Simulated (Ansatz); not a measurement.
# CH₄BFN₂: up Jacob's ladder to CCSD(T)

An exercise on one series of results from a longer session: the logs are not shown, and one member is left open.

The runs use Ansatz 0.2.0, Gaussian basis; functionals in def2-TZVPP, the program's frozen cores in correlated methods.

The runs, in order: LDA (SPW92), PBE-D4, revPBE-D4, BLYP-D4, r2SCAN-D4, B97M-V, PBE0-D4, B3LYP-D4, r2SCANh-D4, r2SCAN0-D4, HSE06-D4, BHLYP-D4, CAM-B3LYP-D4, LC-ωPBE, ωB97X-V, ωB97M-V, B2PLYP, PBE-QIDH; CCSD(T)/def2-SVP; CCSD(T)/def2-TZVPP; MP2/def2-QZVPP; extrapolation to the limit; RPA on PBE.

## The relaxed structure

An earlier PBE0-D4 in a triple-zeta def2 set relaxation fixed the geometry.

SMILES `N=C(N)BF`, 9 atoms, charge 0, spin multiplicity 1.

Atoms are counted from 1 here; the program's logs count them from 0.

Bond lengths: N1–C2 1.284 Å, N1–H6 1.017 Å, C2–N3 1.361 Å, C2–B4 1.570 Å, N3–H7 1.003 Å, N3–H8 1.006 Å, B4–F5 1.323 Å, B4–H9 1.197 Å. Angles: C2–N1–H6 109.7°, N1–C2–N3 120.6°, N1–C2–B4 121.4°, N3–C2–B4 118.0°, C2–N3–H7 119.9°, C2–N3–H8 118.4°, H7–N3–H8 118.2°, C2–B4–F5 119.8°, C2–B4–H9 121.6°, F5–B4–H9 118.5°.

The first run:

in.yaml reads:

```yaml
crystal:
  periodic: [false, false, false]
  atoms:
    - {symbol: N, position_ang: [0.364804, 0.301810, -1.546732]}
    - {symbol: C, position_ang: [0.118811, -0.082269, -0.346129]}
    - {symbol: N, position_ang: [0.471351, -1.329024, 0.069081]}
    - {symbol: B, position_ang: [-0.601208, 0.859760, 0.682740]}
    - {symbol: F, position_ang: [-0.746963, 0.472508, 1.938866]}
    - {symbol: H, position_ang: [-0.001280, 1.239570, -1.688452]}
    - {symbol: H, position_ang: [0.451970, -1.554828, 1.045967]}
    - {symbol: H, position_ang: [1.042671, -1.892432, -0.538431]}
    - {symbol: H, position_ang: [-1.011657, 1.938606, 0.365988]}
basis:
  gaussian: {orbitals: def2-TZVPP}
hamiltonian: {xc: lda}
output: {orbitals: {seedname: orbitals}}
```

Command:

```console
$ ansatz run in.yaml --threads 2 --pin off --events-out ev --progress --plain --max-ram 4352MiB
```

Steps of the session up to this table: LDA; PBE-D4 (GGA); revPBE-D4 (GGA); BLYP-D4 (GGA); r2SCAN-D4 (meta-GGA); B97M-V (meta-GGA); PBE0-D4 (hybrid); B3LYP-D4 (hybrid); r2SCANh-D4 (hybrid); r2SCAN0-D4 (hybrid); HSE06-D4 (hybrid); BHLYP-D4 (hybrid); CAM-B3LYP-D4 (range-separated); LC-ωPBE (range-separated); ωB97X-V (range-separated); ωB97M-V (range-separated); B2PLYP (double hybrid); PBE-QIDH (double hybrid).

One of the session's tables, all rows but one given; the rest of the session is left out.

It belongs to the step «Orbital energies across the functionals». 

```
  functional  HOMO (eV)  LUMO (eV)  gap (eV)
 LDA (SPW92)      -6.12      -3.08      3.04
      PBE-D4      -5.93      -2.78      3.15
   revPBE-D4      -5.85      -2.66      3.19
     BLYP-D4      -5.79      -2.64      3.15
   r2SCAN-D4      -6.16      -2.56      3.61
      B97M-V      -6.19      -2.55      3.64
     PBE0-D4      -7.15      -1.83      5.32
    B3LYP-D4      -6.93      -2.07      4.87
  r2SCANh-D4      -6.63      -2.21      4.41
  r2SCAN0-D4      -7.33      -1.70      5.63
    HSE06-D4      -6.75      -2.22      4.54
    BHLYP-D4      -8.28      -0.81      7.47
CAM-B3LYP-D4      -8.51      -0.72      7.79
     LC-ωPBE      -9.86       0.50     10.35
     ωB97X-V          ?          ?         ?
     ωB97M-V      -9.40       0.26      9.66
```

**Question.** Estimate the row for ωB97X-V.

The run gave: HOMO (eV): -9.48; LUMO (eV): 0.42; gap (eV): 9.91. In the column «HOMO (eV)» it lies between LC-ωPBE (-9.86) and ωB97M-V (-9.40).
